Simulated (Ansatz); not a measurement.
**C3H6ClFHfN2O: shape, modes and thermochemistry**

Aim: relax C3H6ClFHfN2O from a cheap starting geometry, check the end point by its vibrations and derive ideal-gas thermochemistry, and look at its orbitals and charge.

Method: RKS PBE0-D4/def2-TZVP; program: Ansatz 0.2.0, Gaussian basis.

The runs, in order: relaxation at PBE0-D4/def2-TZVP; harmonic vibrations at the same level; a single point in def2-TZVPP for the fields.

### Step 1. The system as given

SMILES `C[N](C)[Hf]([F])([Cl])[N]=C=O`, 15 atoms, charge 0, spin multiplicity 1.

Atoms are counted from 1 here; the program's logs count them from 0.

Bond lengths: C1–N2 1.465 Å, C1–H10 1.108 Å, C1–H11 1.097 Å, C1–H12 1.096 Å, N2–C3 1.467 Å, N2–Hf4 1.984 Å, C3–H13 1.108 Å, C3–H14 1.097 Å, C3–H15 1.096 Å, Hf4–F5 1.872 Å, Hf4–Cl6 2.263 Å, Hf4–N7 2.032 Å, N7–C8 1.190 Å, C8–O9 1.161 Å. Angles: N2–C1–H10 111.7°, N2–C1–H11 110.0°, N2–C1–H12 109.4°, H10–C1–H11 107.8°, H10–C1–H12 109.8°, H11–C1–H12 108.0°, C1–N2–C3 109.5°, C1–N2–Hf4 107.1°, C3–N2–Hf4 104.6°, N2–C3–H13 111.6°, N2–C3–H14 110.2°, N2–C3–H15 109.4°, H13–C3–H14 107.8°, H13–C3–H15 109.6°, H14–C3–H15 108.2°, N2–Hf4–F5 98.8°, N2–Hf4–Cl6 107.9°, N2–Hf4–N7 109.9° and more.

The start is a GFN2-xTB geometry. Hf takes the def2 core potential; no spin-orbit term is included.

### Step 2. Relaxation at PBE0-D4/def2-TZVP

Contents of in.yaml:

```yaml
crystal:
  periodic: [false, false, false]
  atoms:
    - {symbol: C, position_ang: [-0.315690, 0.590600, 1.960790]}
    - {symbol: N, position_ang: [0.001990, -0.360260, 0.892750]}
    - {symbol: C, position_ang: [1.384700, -0.153620, 0.449460]}
    - {symbol: Hf, position_ang: [-1.106070, 0.134490, -0.677250]}
    - {symbol: F, position_ang: [-0.556850, 1.914040, -0.865300]}
    - {symbol: Cl, position_ang: [-3.234490, 0.421090, 0.036040]}
    - {symbol: N, position_ang: [-0.553000, -0.972710, -2.288540]}
    - {symbol: C, position_ang: [-0.072180, -1.581220, -3.190960]}
    - {symbol: O, position_ang: [0.390830, -2.174910, -4.074640]}
    - {symbol: H, position_ang: [-0.181940, 1.638840, 1.628640]}
    - {symbol: H, position_ang: [0.345080, 0.424210, 2.820750]}
    - {symbol: H, position_ang: [-1.348110, 0.434750, 2.292530]}
    - {symbol: H, position_ang: [1.548470, 0.882510, 0.092890]}
    - {symbol: H, position_ang: [2.079330, -0.337430, 1.278270]}
    - {symbol: H, position_ang: [1.617930, -0.860400, -0.355420]}
basis:
  gaussian: {orbitals: def2-TZVP}
hamiltonian: {xc: pbe0, dispersion: d4}
relax: {f_tol: 0.005, max_steps: 150}
```

Launch:

```
$ ansatz run in.yaml --threads 2 --pin off --events-out ev --progress --plain --max-ram 32768MiB --backend cuda --devices 0, --max-vram 18GiB
```

The runs that follow: Vibrations by finite differences; Orbitals, density and potential.

**Question.** What will the summary of the whole plan be? Wanted: point group; shift from the start; total energy; dispersion term; dipole moment; lowest, highest wavenumber; zero-point energy; HOMO, LUMO.

**Answer**, as computed:

| quantity | value |
| --- | --- |
| point group | C1 |
| steps | 42 |
| shift from the start (rms) | 1.389 Å |
| total energy | -24778.1811 eV |
| dispersion term | -337 meV |
| dipole moment | 3.42 D |
| lowest, highest wavenumber | 33, 3118 cm⁻¹ |
| zero-point energy | 257.1 kJ/mol |
| entropy at 298.15 K | 500.7 J/(mol K) |
| HOMO, LUMO | -7.21, -1.20 eV |

The atoms moved 1.39 Å (rms) from the start; the bond that changed most is Hf4–Cl6, from 2.263 to 2.362 Å. All wavenumbers are real, so the end point is a minimum. The stiffest mode, 3118 cm⁻¹, is a C–H stretch, and 9 modes under 200 cm⁻¹ make the vibrational entropy uncertain. Harmonic hybrid wavenumbers usually lie a few per cent above measured fundamentals. The largest Mulliken charge, +1.27 e, sits on Hf4. The HOMO lies mostly on N2 57 %; Hf4 7 % and the LUMO on Hf4 54 %; C8 11 %.
